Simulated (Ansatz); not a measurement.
# Nb3As2: the cost of one run

Program: Ansatz 0.2.0. Level of theory: DFT PBE, scalar-relativistic, plane waves, PAW. These are calculated values, not measurements.

### 1 The structure to begin with

Symmetry: P4/mmm, No. 123, tetragonal system. Conventional cell: a = 4.320 Å, b = 4.320 Å, c = 6.162 Å, α = 90.00°, β = 90.00°, γ = 90.00°. Nb (site symmetry mmm) is surrounded by 2 As at 2.16 Å. Nb (site symmetry 4/mmm) is surrounded by 6 As at 3.05 to 3.08 Å. As (site symmetry 4/mmm) is surrounded by 6 Nb at 2.16 to 3.08 Å. As (site symmetry 4/mmm) has 4 Nb at 3.05 Å in its first shell of neighbours.

Coordinates:

```xyz
5
Lattice="4.3202 0.0000 0.0000 0.0000 4.3202 0.0000 0.0000 0.0000 6.1624" Properties=species:S:1:pos:R:3 pbc="T T T"
Nb    0.0000    2.1601    0.0000
Nb    2.1601    0.0000    0.0000
Nb    2.1601    2.1601    3.0812
As    2.1601    2.1601    0.0000
As    0.0000    0.0000    3.0812
```

Recipe of the guess: random cell by space group and Wyckoff sites (P4/mmm, No. 123). The dimensions are guesses.

### 2 Probe: one point on a coarse mesh

File input.yaml:

```yaml
crystal:
  lattice:
    - [4.32024418, 0.0, 0.0]
    - [0.0, 4.32024418, 0.0]
    - [0.0, 0.0, 6.1623614]
  atoms:
    - { symbol: Nb, position: [0.0, 0.5, 0.0] }
    - { symbol: Nb, position: [0.5, 0.0, 0.0] }
    - { symbol: Nb, position: [0.5, 0.5, 0.5] }
    - { symbol: As, position: [0.5, 0.5, 0.0] }
    - { symbol: As, position: [0.0, 0.0, 0.5] }
basis:
  ecutwfc: 420
kpoints:
  mp_grid: { grid: [4, 4, 4] }
hamiltonian:
  xc: pbe
scf:
  occupations: { method: gaussian, width: 0.1 }
  lower_state_search: "off"
output:
  forces: true
  stress: true
  eigenvalues: true
```

The run is started by

```bash
$ ansatz run input.yaml --threads 1 --pin off --max-ram 2560MiB --backend cpu --events-out ev --progress --plain --runs-dir out
```

Q: Estimate wall time and peak memory on 1 thread of Intel Xeon Platinum 8375C at 2.90GHz (Ice Lake), shared host.

About 3.5 s, with a peak of 0.46 GiB.
